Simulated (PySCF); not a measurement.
**TmF: bond curves at several levels of theory**

Aim: find the lowest electronic state of TmF, scan its bond at several levels of theory, and get bond length, wavenumber and dissociation energy from each curve.

Method: Tm x2c-SVPall, F x2c-SVPall, spin-free X2C with a Gaussian nucleus; program: PySCF 2.14.0.

1 further run of the same task is left out (it didn't finish).

### 1 Set-up

The job is set up so:

```yaml
atoms: Tm, F
charge: 0
basis: Tm x2c-SVPall, F x2c-SVPall
Hamiltonian: spin-free X2C with a Gaussian nucleus
basis_functions: 99
electrons_treated: 78
masses_in_u: 168.9342, 18.9984
levels: PBE0, PBE, r²SCAN, LDA, HF, MP2, SCS-MP2
grid: 80 radial by 434 angular points
occupations: held fixed by the projection of orbital angular momentum
dissociation_limit: Tm + F, each in its ground configuration
starting_distance_in_angstrom: 2.090
values_of_2S_to_try: 0, 2, 4
```

Command:

```sh
> OMP_NUM_THREADS=2 python dia.py task.json out
```

After this run come: The PBE0 curve of the state that the search chose; Higher solutions at PBE0; PBE; r²SCAN (meta-GGA); LDA (local density); UHF.

Q: Predict the outcome of this session. Wanted: for each run, Re; ωe; De; μ.

**Answer**, as computed:

Lowest PBE0 solution found, without spin–orbit coupling: triplet, unpaired electrons σ ↑, π ↑, about 12.7 electrons in the 4f shell (Mulliken). State 2 has its PBE0 minimum 0.06 eV higher, as a spin-mixed determinant (⟨S²⟩ = 1.00), so this is no gap between pure states. The other levels ran on the lowest alone.

| level | Re (Å) | ωe (cm⁻¹) | De (eV) | μ (D) |
| --- | --- | --- | --- | --- |
| UHF | 2.020 | 549 | 3.40 | -3.80 |
| UHF-MP2 | 1.967 | 595 | 5.77 | n/a |
| UHF-SCS-MP2 | 1.979 | 586 | 5.37 | n/a |
| r²SCAN | 1.956 | 579 | 5.98 | -2.77 |
| PBE0 | 1.966 | 557 | 5.26 | -3.00 |

De is counted to Tm + F in their ground configurations. A positive dipole means Tm(−)F(+). No constants: LDA (the points don't follow one smooth fit); PBE (the points don't follow one smooth fit).

In words: Bond lengths run from 1.956 Å (r²SCAN) to 2.020 Å (UHF). Among the levels with a De in the table, it runs from 3.40 eV (UHF) to 5.98 eV (r²SCAN).

Correlated steps freeze 19 core orbitals. These are scalar-relativistic numbers at best; spin–orbit coupling would shift them, the dissociation energy most. With d or f electrons several states lie close, and the lowest PBE0 determinant need not be the measured ground state. At some levels the lowest empty orbital lies below the highest filled one (the two can be of opposite spin). With spin–orbit coupling the term label itself may not hold.
